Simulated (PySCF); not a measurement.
**GeN2: structure of the triplet**

The task is one start of a wider search on GeN2: the triplet, from a linear start. It is relaxed, tested by its Hessian and followed downhill if it is a saddle.

Method: PBE0, basis Ge def2-TZVP, N def2-TZVP, no relativity, density fitting; program: PySCF 2.14.0.

## Step 1: The starting structure

3 atoms, charge 0, spin multiplicity 3.

Bond lengths: Ge1–N2 1.710 Å, Ge1–N3 1.710 Å. Angles: N2–Ge1–N3 180.0°.

```xyz
3
charge 0 multiplicity 3
Ge    0.0000    0.0000    0.0000
N     0.0000    0.0000    1.7100
N     0.0000    0.0000   -1.7100
```

## Step 2: First SCF at the start

One driver script runs all steps and calls PySCF; scf.py shows how it sets up the SCF of each step. The optimiser is the driver's own. After this first run the driver tries any further starts and a stability analysis.

File scf.py:

```python
from pyscf import gto, scf, dft
mol = gto.M(atom='''
Ge     0.000000     0.000000     0.000000
N      0.000000     0.000000     1.710000
N      0.000000     0.000000    -1.710000''',
    basis={'Ge': 'def2-TZVP', 'N': 'def2-TZVP'},
    charge=0, spin=2)
mf = dft.UKS(mol, xc='PBE0')
mf.grids.atom_grid = (50, 194)
aux = {'Ge': 'def2-universal-JKFIT', 'N': 'def2-universal-JKFIT'}
mf = mf.density_fit(auxbasis=aux)
mf.conv_tol = 1e-08
mf.diis_space = 10
mf.max_cycle = 60
mf.init_guess = 'minao'
mf.verbose = 4
mf.kernel()
```

The run is started by

```bash
$ OMP_NUM_THREADS=4 python axn.py task.json out
```

Further steps of the session: Relaxing the triplet from the linear start; Frequencies.

What does the calculation give? Wanted: minimum; geometry; wavenumbers; dipole moment; highest occupied, lowest empty level; polar-tensor charge of Ge1; zero-point energy; atomisation energy; ⟨S²⟩.

As calculated:

```
                                          quantity                             value
                                           minimum                      triplet, D∞h
                                          geometry  Ge–N 1.715 Å (×2); N–Ge–N 180.0°
                                wavenumbers (cm⁻¹)    124 (πu), 742 (σu+), 789 (σg+)
                                     dipole moment                            0.00 D
highest occupied, lowest empty level (either spin)                   -8.15, -4.59 eV
                        polar-tensor charge of Ge1                           -0.52 e
                                 zero-point energy                       10.6 kJ/mol
                               entropy at 298.15 K                   263.1 J/(mol K)
         atomisation energy (no zero-point energy)                        521 kJ/mol
                                              ⟨S²⟩                             2.249
```

In words: The molecule stays D∞h, as typed, and the end point is a minimum. In the infrared the band at 742 cm⁻¹ (σu+, stretch) leads. Ge1 has a polar-tensor charge of -0.5 e (a dipole derivative, not a static charge), yet symmetry cancels the bond dipoles. Other starts or spin states, not run here, may lie lower. The determinant is spin-contaminated (⟨S²⟩ = 2.25, pure value 2.00).
